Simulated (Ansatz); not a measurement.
# CH₂FNSi: ionisation energy by level of theory

One table from this session's results is given with a row withheld; the runs are named, their logs left out.

Computed with Ansatz 0.2.0, Gaussian basis. Level: unrestricted cation, the program's frozen cores in correlated methods.

The runs, in order: UKS PBE-D4/def2-TZVPP; UKS r2SCAN-D4/def2-TZVPP; UKS PBE0-D4/def2-TZVPP; UKS B3LYP-D4/def2-TZVPP; UKS wB97X-V/def2-TZVPP; UKS wB97M-V/def2-TZVPP; UKS B2PLYP/def2-TZVPP; UHF-CCSD(T)/def2-TZVPP; UHF-MP2/def2-QZVPP; extrapolation to the limit; then −ε(HOMO) from the neutral's earlier runs with LDA (SPW92), PBE-D4, revPBE-D4, BLYP-D4, r2SCAN-D4, B97M-V, PBE0-D4, B3LYP-D4, r2SCANh-D4, r2SCAN0-D4, HSE06-D4, BHLYP-D4, CAM-B3LYP-D4, LC-ωPBE, ωB97X-V, ωB97M-V.

**The relaxed structure**

An earlier PBE0-D4 in a triple-zeta def2 set relaxation fixed the geometry.

6 atoms, charge 0, spin multiplicity 1.

Atoms are counted from 1 here; the program's logs count them from 0.

Bond lengths: F1–C2 1.314 Å, C2–N3 1.261 Å, C2–Si4 1.766 Å, N3–Si4 1.801 Å, Si4–H5 1.477 Å, Si4–H6 1.477 Å. Angles: F1–C2–N3 128.8°, F1–C2–Si4 160.4°, N3–C2–Si4 70.8°, C2–N3–Si4 67.8°, C2–Si4–N3 41.4°, C2–Si4–H5 122.2°, C2–Si4–H6 122.2°, N3–Si4–H5 118.8°, N3–Si4–H6 118.8°, H5–Si4–H6 113.7°.

Geometry (Å):

```xyz
6
CH2FNSi
F     1.42308   -1.60834    0.85154
C     0.51298   -0.81536    0.33365
N    -0.62406   -1.11087   -0.12451
Si   -0.28440    0.65460   -0.23393
H     0.00175    1.24341   -1.55754
H    -0.98725    1.57266    0.68460
```

Set-up of the first run:

in.yaml reads:

```yaml
crystal:
  periodic: [false, false, false]
  atoms:
    - {symbol: F, position_ang: [1.423081, -1.608338, 0.851535]}
    - {symbol: C, position_ang: [0.512982, -0.815358, 0.333647]}
    - {symbol: N, position_ang: [-0.624058, -1.110874, -0.124507]}
    - {symbol: Si, position_ang: [-0.284402, 0.654599, -0.233932]}
    - {symbol: H, position_ang: [0.001747, 1.243412, -1.557545]}
    - {symbol: H, position_ang: [-0.987252, 1.572658, 0.684601]}
basis:
  gaussian: {orbitals: def2-TZVPP}
total_charge: 1
magnetization: {spin_polarized: true, initial_magnetization: 1}
hamiltonian: {xc: pbe, dispersion: d4}
```

On the command line:

```
> ansatz run in.yaml --threads 2 --pin off --events-out ev --progress --plain --max-ram 4352MiB
```

Steps of the session up to this table: Cation, UKS PBE-D4/def2-TZVPP; Cation, UKS r2SCAN-D4/def2-TZVPP; Cation, UKS PBE0-D4/def2-TZVPP; Cation, UKS B3LYP-D4/def2-TZVPP; Cation, UKS wB97X-V/def2-TZVPP; Cation, UKS wB97M-V/def2-TZVPP; Cation, UKS B2PLYP (frozen core)/def2-TZVPP; Cation, UHF-CCSD(T)/def2-TZVPP; Cation, UHF-MP2/def2-QZVPP.

One of the session's tables, all rows but one given; the rest of the session is left out.

Orbital estimates, from the neutral's runs:

```
  functional  −ε(HOMO) (eV)
 LDA (SPW92)           6.46
      PBE-D4           6.28
   revPBE-D4           6.21
     BLYP-D4           6.16
   r2SCAN-D4           6.52
      B97M-V           6.59
     PBE0-D4           7.56
    B3LYP-D4           7.35
  r2SCANh-D4           7.00
  r2SCAN0-D4              ?
    HSE06-D4           7.16
    BHLYP-D4           8.77
CAM-B3LYP-D4           8.93
     LC-ωPBE          10.25
     ωB97X-V           9.89
     ωB97M-V           9.80
```

Q: Estimate the row for r2SCAN0-D4 from the others.

Worked estimate for «−ε(HOMO) (eV)». Against the share of exact exchange, r2SCAN-D4 (0, 6.52), r2SCANh-D4 (0.1, 7.00) give a slope of 4.80 per unit share; at 0.25 the line stands at 7.72.

**Answer.** −ε(HOMO) (eV): 7.73. In «−ε(HOMO) (eV)» the line misses by -0.01.
